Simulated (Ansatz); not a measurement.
# C2H7Al (SMILES [CH3][AlH][CH3]) at MP2/def2-SVPD

What is the electronic atomisation energy of C2H7Al at MP2/def2-SVPD? 

The calculation is run with Ansatz 0.2.0.

36 further runs of the same task are left out: 36 set aside as unsound or not needed.

### 1 Starting point

C2H7Al: 10 atoms, total charge 0, spin state singlet. As SMILES, `[CH3][AlH][CH3]`. The coordinates come from a PBE0-D4/def2-TZVP relaxation.

Bond lengths: C1–Al2 1.954 Å, Al2–C3 1.954 Å, C1–H4 1.095 Å, C1–H5 1.092 Å, C1–H6 1.096 Å, Al2–H7 1.595 Å, C3–H8 1.093 Å, C3–H9 1.095 Å, C3–H10 1.096 Å. Some angles: C1–Al2–C3 121.2°, C1–Al2–H7 120.2°, C3–Al2–H7 118.5°, Al2–C1–H4 111.1°, Al2–C1–H5 113.4°, Al2–C1–H6 110.4°, Al2–C3–H8 113.4°, Al2–C3–H9 111.0°, Al2–C3–H10 110.5°, H4–C1–H5 108.0°.

### 2 A single-point energy at MP2/def2-SVPD

Contents of run.yaml:

```yaml
crystal:
  periodic: [false, false, false]
  atoms:
    - symbol: C
      position_ang: [-1.219100, 0.923600, -0.783300]
    - symbol: Al
      position_ang: [0.496800, 0.021800, -0.536400]
    - symbol: C
      position_ang: [0.903900, -0.949000, 1.109700]
    - symbol: H
      position_ang: [-2.054000, 0.233200, -0.621200]
    - symbol: H
      position_ang: [-1.337000, 1.368500, -1.773800]
    - symbol: H
      position_ang: [-1.340300, 1.723700, -0.043600]
    - symbol: H
      position_ang: [1.605700, 0.078800, -1.681200]
    - symbol: H
      position_ang: [0.069000, -0.980000, 1.814000]
    - symbol: H
      position_ang: [1.201900, -1.980900, 0.894300]
    - symbol: H
      position_ang: [1.756300, -0.490900, 1.624500]
basis:
  gaussian: {orbitals: def2-SVPD}
accuracy: high
correlation: {method: mp2, frozen_orbitals: {Al: 5, C: 1, H: 0}}
```

The run is started by

```console
$ ansatz run run.yaml --threads 1 --pin off --max-ram 3480MiB --events-out events.jsonl --progress --plain --runs-dir runs
```

What it wrote:

```text
Warning: RAYON_NUM_THREADS=1 ignored (pool sized by the plan → 1); use --threads N
Functional definition: HF
  name "HF"
  exchange = exact_x
  correlation = 0
2444 factors; integrals over basis functions are off by at most 3.6e-9 eV
mean field evaluation 1: about -8748.5478 eV, gradient 3.1e1 eV
mean field evaluation 2: about -8748.5500 eV, gradient 3.1e1 eV
mean field evaluation 4: about -8751.1145 eV, gradient 2.4e0 eV
mean field evaluation 8: about -8751.1411 eV, gradient 1.4e-5 eV
mean field -8751.14106353 eV, -321.5985023484 hartree, gradient 3.3e-8 eV, S^2 0.000000; 0 other end points of the search recorded, 0 dependent functions left out
7 core orbitals not correlated: weight in the atoms' cores, before any rotation towards them, 1.000 or more for the frozen orbitals, at most 0.000 for the correlated occupied ones
reference -8751.14106353 eV, -321.5985023484 hartree; 9, 9 occupied and 104, 104 virtual orbitals, 2444 factors
second order -10.37411175 eV of doubles, -0.00000000 eV of singles
Total energy: -8761.51517529 eV, -321.9797439235 hartree
```

It took 5.4 s on 1 thread of Arm Neoverse V2, shared host; peak memory 0.38 GiB.

### 3 The Al atom, same level

Contents of job.yaml:

```yaml
crystal:
  periodic: [false, false, false]
  atoms:
    - {symbol: Al, position_ang: [0.000000, 0.000000, 0.000000]}
basis:
  gaussian: {orbitals: def2-SVPD}
magnetization: {spin_polarized: true, initial_magnetization: 1}
correlation: {method: mp2, frozen_orbitals: {Al: 5}}
accuracy: high
```

The run is started by

```console
$ ansatz run job.yaml --threads 1 --pin off --max-ram 3480MiB --events-out events.jsonl --progress --plain --runs-dir runs
```

What it wrote:

```text
Warning: RAYON_NUM_THREADS=1 ignored (pool sized by the plan → 1); use --threads N
Functional definition: HF
  name "HF"
  exchange = exact_x
  correlation = 0
202 factors; integrals over basis functions are off by at most 1.9e-9 eV
mean field evaluation 1: about -6579.2868 eV, gradient 2.8e0 eV
mean field evaluation 2: about -6579.2869 eV, gradient 2.8e0 eV
mean field evaluation 4: about -6579.4611 eV, gradient 1.4e-1 eV
mean field evaluation 8: about -6579.4612 eV, gradient 8.5e-5 eV
mean field evaluation 16: about -6579.4612 eV, gradient 4.4e-3 eV
mean field evaluation 32: about -6579.4612 eV, gradient 1.4e-1 eV
mean field -6579.46119513 eV, -241.7907392022 hartree, gradient 7.4e-9 eV, S^2 0.767410; 5 other end points of the search recorded, 0 dependent functions left out
5 core orbitals not correlated: weight in the atoms' cores, before any rotation towards them, 1.000 or more for the frozen orbitals, at most 0.000 for the correlated occupied ones
reference -6579.46119513 eV, -241.7907392022 hartree; 2, 1 occupied and 17, 18 virtual orbitals, 202 factors
second order -0.83903773 eV of doubles, -0.00000000 eV of singles
Total energy: -6580.30023286 eV, -241.8215732701 hartree
```

Run time: 0.1 s. Hardware: 1 thread of Arm Neoverse V2, shared host.

### 4 The C atom at the same level

Contents of input.yaml:

```yaml
crystal:
  periodic: [false, false, false]
  atoms:
    - {symbol: C, position_ang: [0.000000, 0.000000, 0.000000]}
basis:
  gaussian:
    orbitals: def2-SVPD
magnetization:
  spin_polarized: true
  initial_magnetization: 2
correlation:
  method: mp2
  frozen_orbitals: {C: 1}
accuracy: high
```

Run the same way, it converges to -37.69976 Eh (log not shown).

### 5 The H atom: the energy at UHF/def2-SVPD

Contents of molecule.yaml:

```yaml
crystal:
  periodic: [false, false, false]
  atoms:
    - {symbol: H, position_ang: [0.000000, 0.000000, 0.000000]}
basis:
  gaussian: {orbitals: def2-SVPD}
total_charge: 0
magnetization: {spin_polarized: true, initial_magnetization: 1}
hamiltonian: {xc: hf}
accuracy: high
```

Run the same way, it converges to -0.49928 Eh (log not shown).

### 6 Summary of results

At MP2/def2-SVPD, 7 core orbitals frozen:

```
                                             quantity          value
                               molecule: total energy  -321.97974 Eh
molecule: correlation energy (7 core orbitals frozen)     -381.2 mEh
                                Al atom: total energy  -241.82157 Eh
 Al atom: correlation energy (5 core orbitals frozen)      -30.8 mEh
           Al atom: ⟨S²⟩ of the reference determinant          0.767
                                 C atom: total energy   -37.69976 Eh
   C atom: correlation energy (1 core orbital frozen)      -53.5 mEh
            C atom: ⟨S²⟩ of the reference determinant          2.010
                                 H atom: total energy    -0.49928 Eh
                                         H atom: ⟨S²⟩          0.750
                        electronic atomisation energy      34.387 eV
```

In words: Taking the molecule apart into free atoms costs 34.39 eV (793 kcal/mol), before zero-point energy and without spin-orbit coupling.
